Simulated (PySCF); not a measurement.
# C2H2F3I (1,1,1-trifluoro-2-iodoethane): levels of theory compared

Aim: a comparison of 6 runs (HF/STO-3G, CAM-B3LYP/def2-SVP, M06-2X/def2-SVP, PBE0/def2-SVP, r2SCAN/def2-SVP, SCS-MP2/def2-SVP) of C2H2F3I (1,1,1-trifluoro-2-iodoethane). Input form: a Python script.

The calculation is run with PySCF 2.14.0.

1 further run of the same task is left out (set aside as unsound or not needed).

## 1. The system as given

C2H2F3I: 8 atoms, total charge 0, spin state singlet. SMILES: `FC(F)(F)CI`. The coordinates come from a GFN2-xTB relaxation.

Bond lengths: F1–C2 1.335 Å, C2–F3 1.336 Å, C2–F4 1.344 Å, C2–C5 1.510 Å, C5–I6 2.134 Å, C5–H7 1.088 Å, C5–H8 1.088 Å. Some angles: F1–C2–F3 107.2°, F1–C2–F4 106.6°, F1–C2–C5 112.9°, F3–C2–F4 106.6°, F3–C2–C5 112.9°, F4–C2–C5 110.2°, C2–C5–I6 110.5°, C2–C5–H7 109.1°, C2–C5–H8 109.1°, I6–C5–H7 108.6°.

## 2. The energy at HF/STO-3G (run 1)

Contents of run.py:

```python
from pyscf import gto, scf

mol = gto.Mole()
mol.atom = [
    ('F', (-0.629220, -1.026840, 1.244410)),
    ('C', (0.239680, -0.653710, 0.301610)),
    ('F', (1.410500, -0.436030, 0.906060)),
    ('F', (0.413940, -1.716490, -0.503160)),
    ('C', (-0.237660, 0.534420, -0.499700)),
    ('I', (-0.518130, 2.227690, 0.769200)),
    ('H', (-1.188980, 0.289530, -0.968050)),
    ('H', (0.509890, 0.781430, -1.250380)),
]
mol.verbose = 4
mol.max_memory = 1860
mol.basis = 'sto-3g'
mol.build()

mf = scf.RHF(mol)
mf.conv_tol = 1e-10
mf.kernel()
if not mf.converged:
    mf = mf.newton().run(mf.mo_coeff, mf.mo_occ)

e_final = mf.e_tot
print('E = %.10f Eh' % e_final)
```

The run is started by

```sh
$ OMP_NUM_THREADS=1 python run.py
```

The log of the run:

```text
PySCF version 2.14.0

[... 62 lines left out ...]
converged SCF energy = -7220.79302196527
E = -7220.7930219653 Eh
```

Run time: 2 s. Hardware: 1 thread of Intel Xeon at 2.70GHz, shared host; peak memory 0.12 GiB.

## 3. A single-point energy at CAM-B3LYP/def2-SVP (core potential) (run 2)

Contents of input.py:

```python
from pyscf import gto, dft

system = gto.M(
    atom='''
F     -0.629220    -1.026840     1.244410
C      0.239680    -0.653710     0.301610
F      1.410500    -0.436030     0.906060
F      0.413940    -1.716490    -0.503160
C     -0.237660     0.534420    -0.499700
I     -0.518130     2.227690     0.769200
H     -1.188980     0.289530    -0.968050
H      0.509890     0.781430    -1.250380
''',
    max_memory=1860,
    charge=0,
    spin=0,
    verbose=3,
    basis='def2-svp',
    ecp={'I': 'def2-svp'},
)

myscf = dft.RKS(system)
myscf.xc = 'cam-b3lyp'
myscf.grids.level = 5
myscf.conv_tol = 1e-10
myscf.kernel()
if not myscf.converged:
    myscf = myscf.newton().run(myscf.mo_coeff, myscf.mo_occ)

etot = myscf.e_tot
print(f'total energy: {etot:.8f} hartree')
```

The run is started by

```sh
$ OMP_NUM_THREADS=1 python input.py
```

The log of the run:

```text
converged SCF energy = -674.259414091036
total energy: -674.25941409 hartree
```

Run time: 58 s. Hardware: 1 thread of Intel Xeon at 2.70GHz, shared host; peak memory 0.57 GiB.

Runs 3 to 4 aren't shown in full; the table further down has their settings and results.

## 4. The energy at r2SCAN/def2-SVP (core potential) (run 5)

Contents of mol.xyz:

```xyz
8
C2H2F3I
F     -0.629220    -1.026840     1.244410
C      0.239680    -0.653710     0.301610
F      1.410500    -0.436030     0.906060
F      0.413940    -1.716490    -0.503160
C     -0.237660     0.534420    -0.499700
I     -0.518130     2.227690     0.769200
H     -1.188980     0.289530    -0.968050
H      0.509890     0.781430    -1.250380
```

Contents of input.py:

```python
from pyscf import gto, dft

molecule = gto.M(
    atom='mol.xyz',
    max_memory=1860,
    verbose=3,
    spin=0,
    basis='def2-svp',
    ecp={'I': 'def2-svp'},
)

ks = dft.RKS(molecule)
ks.xc = 'r2scan'
ks.grids.level = 5
ks.conv_tol = 1e-10
ks.kernel()
if not ks.converged:
    ks = ks.newton().run(ks.mo_coeff, ks.mo_occ)

e_final = ks.e_tot
print('E(%s) = %.9f' % ('R2SCAN', e_final))
```

The run is started by

```sh
$ OMP_NUM_THREADS=1 python input.py
```

The log of the run:

```text
converged SCF energy = -674.311899977122
E(R2SCAN) = -674.311899977
```

Run time: 59 s. Hardware: 1 thread of Intel Xeon at 2.70GHz, shared host; peak memory 0.59 GiB.

## 5. A single-point energy at SCS-MP2/def2-SVP (core potential) (run 6)

Contents of job.py:

```python
# 1,1,1-trifluoro-2-iodoethane
from pyscf import gto, mp

mol = gto.Mole()
mol.atom = '''
F     -0.629220    -1.026840     1.244410
C      0.239680    -0.653710     0.301610
F      1.410500    -0.436030     0.906060
F      0.413940    -1.716490    -0.503160
C     -0.237660     0.534420    -0.499700
I     -0.518130     2.227690     0.769200
H     -1.188980     0.289530    -0.968050
H      0.509890     0.781430    -1.250380
'''
mol.ecp = {'I': 'def2-svp'}
mol.basis = 'def2-svp'
mol.max_memory = 1860
mol.verbose = 3
mol.build()

calc0 = mol.RHF()
calc0.conv_tol = 1e-10
calc0.kernel()
if not calc0.converged:
    calc0 = calc0.newton().run(calc0.mo_coeff, calc0.mo_occ)

pt = mp.MP2(calc0, frozen=9).run()
etot = calc0.e_tot + 1.2 * pt.e_corr_os + pt.e_corr_ss / 3
print('E(%s) = %.9f' % ('SCS-MP2', etot))
```

The run is started by

```sh
$ OMP_NUM_THREADS=1 python job.py
```

The log of the run:

```text
converged SCF energy = -671.577599921389
E(RMP2) = -672.515754735042  E_corr = -0.938154813653142
E(SCS-RMP2) = -672.479686192575  E_corr = -0.90208627118563
E(SCS-MP2) = -672.479686193
```

It took 4.5 s on 1 thread of Intel Xeon at 2.70GHz, shared host; peak memory 0.34 GiB.

## 6. The series

```tsv
run	level	core potential	integration grid	energy (Eh)	dipole moment (D) of the reference	HOMO energy (eV)	LUMO energy (eV)	wall time
1	HF/STO-3G	–	–	-7220.793022	1.65	-7.90	7.31	2 s
2	CAM-B3LYP/def2-SVP (core potential)	def2-svp	5	-674.259414	1.86	-8.98	-0.12	58 s
3	M06-2X/def2-SVP (core potential)	def2-svp	5	-674.157220	1.95	-8.93	-0.43	59 s
4	PBE0/def2-SVP (core potential)	def2-svp	5	-674.008868	1.84	-7.73	-1.29	46 s
5	r2SCAN/def2-SVP (core potential)	def2-svp	5	-674.311900	1.80	-6.84	-2.07	59 s
6	SCS-MP2/def2-SVP (core potential)	def2-svp	–	-672.479686	2.20	-10.42	2.32	4.5 s
```

## 7. Results

| quantity | value |
| --- | --- |
| run 6: total energy | -672.47969 Eh |
| run 6: dipole moment (Hartree–Fock density) | 2.20 D |
| run 6: HOMO energy (Hartree–Fock orbitals) | -10.42 eV |
| run 6: LUMO energy (Hartree–Fock orbitals) | 2.32 eV |
| run 6: HOMO–LUMO gap (Hartree–Fock orbitals) | 12.74 eV |
| run 6: correlation energy (9 core orbitals frozen) | -902.1 mEh |

Over runs 1, 2, 3, 4, 5 the dipole moment (its size) runs from 1.65 D (HF/STO-3G) to 1.95 D (M06-2X/def2-SVP). The two ends differ in method and basis and core potential. Over runs 1, 2, 3, 4, 5 the HOMO–LUMO gap runs from 4.78 eV (r2SCAN/def2-SVP) to 15.21 eV (HF/STO-3G). Totals of different functionals can't be ranked against each other. Some runs of one species differ in core potentials or relativity; totals across that change don't compare. In run 1 the basis is minimal, so the values are rough. In run 1 relativity is left out where basis or elements ask for it. All runs together took 3.8 min, the longest 59 s.
